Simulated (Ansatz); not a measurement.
# H₂Br+ (singlet): wave-function methods side by side at distance Br1–H2 = 1.447 Å, 6-31G

An exercise on one series of results from a longer session: the logs are not shown, and one member is left open.

Method: 6-31G, core rule «outside noble gas», up to 14 orbitals frozen; program: Ansatz 0.2.0, Gaussian basis.

To be run: UHF; CCSD(T) on RHF; BCCD(T) on RHF; CISD; CCSDT(Q) on RHF; CCSDTQ on RHF; CASSCF and MRCISD+Q, 2 electrons in 2 orbitals; CASSCF and NEVPT2, 2 electrons in 2 orbitals; CASSCF and MRCISD+Q, 8 electrons in 6 orbitals; CASSCF and NEVPT2, 8 electrons in 6 orbitals; Full CI.

24 further runs of the same task are left out: 21 that didn't finish, 3 set aside as unsound or not needed. Runs told in other sessions of the task aren't counted.

## The geometry

The geometry derives from a PBE0/def2-TZVP stationary point (not a proven minimum). One bond is set to the value named and the two fragments are kept rigid. No spin-orbit coupling is included. The filled d shell of Br may be among the frozen orbitals whatever the setting's name suggests.

3 atoms, charge 1, spin multiplicity 1.

Atoms are counted from 1 here; the program's logs count them from 0.

Bond lengths: Br1–H2 1.447 Å, Br1–H3 1.447 Å. Angles: H2–Br1–H3 92.5°.

The first run:

File in.yaml:

```yaml
crystal:
  periodic: [false, false, false]
  atoms:
    - {symbol: Br, position_ang: [0.000000, -0.024617, 0.000000]}
    - {symbol: H, position_ang: [0.000000, 0.975758, -1.045847]}
    - {symbol: H, position_ang: [0.000000, 0.975758, 1.045847]}
basis:
  gaussian: {orbitals: 6-31G}
total_charge: 1
magnetization: {spin_polarized: true, initial_magnetization: 0}
hamiltonian: {xc: hf}
output: {orbitals: {seedname: orbitals}}
```

Started as:

```console
ansatz run in.yaml --threads 1 --pin off --events-out ev --progress --plain --max-ram 2393MiB
```

Steps of the session up to this table: UHF; CCSD(T) on RHF; BCCD(T) on RHF; CISD; CCSDT(Q) on RHF; CCSDTQ on RHF; CASSCF and MRCISD+Q, 2 electrons in 2 orbitals; CASSCF and NEVPT2, 2 electrons in 2 orbitals; CASSCF and MRCISD+Q, 8 electrons in 6 orbitals; CASSCF and NEVPT2, 8 electrons in 6 orbitals; Full CI.

One table of the session follows, with a row left open; its other results are not shown here.

```
          method  from FCI (kcal/mol)
             RHF               +44.52
            RMP2                +9.82
            CISD                +1.55
           RCCSD                    ?
        RCCSD(T)                +0.08
         BCCD(T)                +0.08
          RCCSDT                +0.01
       RCCSDT(Q)                 0.00
         RCCSDTQ                 0.00
     CASSCF pair               +32.38
     NEVPT2 pair                +6.53
     MRCISD pair                +0.81
   MRCISD+Q pair                -0.09
  CASSCF valence               +18.55
  NEVPT2 valence                +3.68
  MRCISD valence                +0.37
MRCISD+Q valence                +0.15
             FCI                    0
```

Estimate the missing values for RCCSD.

The run gave: from FCI (kcal/mol): +0.46. In the column «from FCI (kcal/mol)» it lies between MRCISD valence (+0.37) and MRCISD pair (+0.81).

Caveats from the session: MRCISD+Q pair falls below full CI: the +Q correction isn't variational, and the cores differ from full CI's.
